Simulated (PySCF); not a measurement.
**C2H8BNO: spin-spin couplings**

What spin-spin couplings should C2H8BNO (`[NH3+][B@H-]1CCO1`) show?

Programs: PySCF 2.14.0, with density-fitted response routines of our own. Each step states its level of theory. These are calculated values for one molecule in the gas phase, unless marked as measured. Atoms count from 0, in the outputs and in this text.

## 1. The starting structure

13 atoms, charge 0, multiplicity 1; geometry from: PBE0-D3(BJ)/def2-SVP.

Bonds of the start (Å): N0–B1 1.66, B1–C2 1.63, C2–C3 1.54, C3–O4 1.42, O4–B1 1.45, N0–H5 1.02, N0–H6 1.02, N0–H7 1.02, B1–H8 1.23, C2–H9 1.10, C2–H10 1.10, C3–H11 1.11, C3–H12 1.11.

## 2. Spin-spin couplings: B3LYP/6-31G*

Job settings and geometry (Å):

```
{"job": {"kind": "j", "xc": "B3LYP", "basis": "6-31G*"}, "charge": 0, "multiplicity": 1}
N      1.705584     0.155322    -0.216594
B      0.298235     0.237060     0.659271
C     -0.971478     0.619910    -0.280185
C     -1.332084    -0.841267     0.036644
O     -0.166335    -1.133071     0.799793
H      2.116235     1.074192    -0.387952
H      1.541619    -0.307209    -1.112493
H      2.377968    -0.408192     0.306044
H      0.625477     0.869086     1.663162
H     -0.795316     0.826181    -1.349565
H     -1.683262     1.365972     0.099517
H     -1.432904    -1.513115    -0.839564
H     -2.251396    -0.956539     0.641854
```

Method: B3LYP/6-31G* indirect spin-spin coupling, non-relativistic, gas phase.

Run with:

```bash
OMP_NUM_THREADS=1 python probes_run.py task.json out
```

One launch serves the whole session: the jobs run in the order shown.

Predict these results of the whole session: largest coupling of the table (B3LYP/6-31G*).

**Answer**, as computed:

| quantity | value |
| --- | --- |
| largest coupling of the table (B3LYP/6-31G*) | ¹J(C,H) C3–H12, 155.8 Hz |

In words: Of the pairs tabulated at B3LYP/6-31G*, C3–H12 couples most strongly (155.8 Hz; Fermi contact 154.9 Hz). Couplings across rotatable bonds belong to this one conformer; where others are populated, the observed values are averages. Couplings from bases without tight functions are rough.
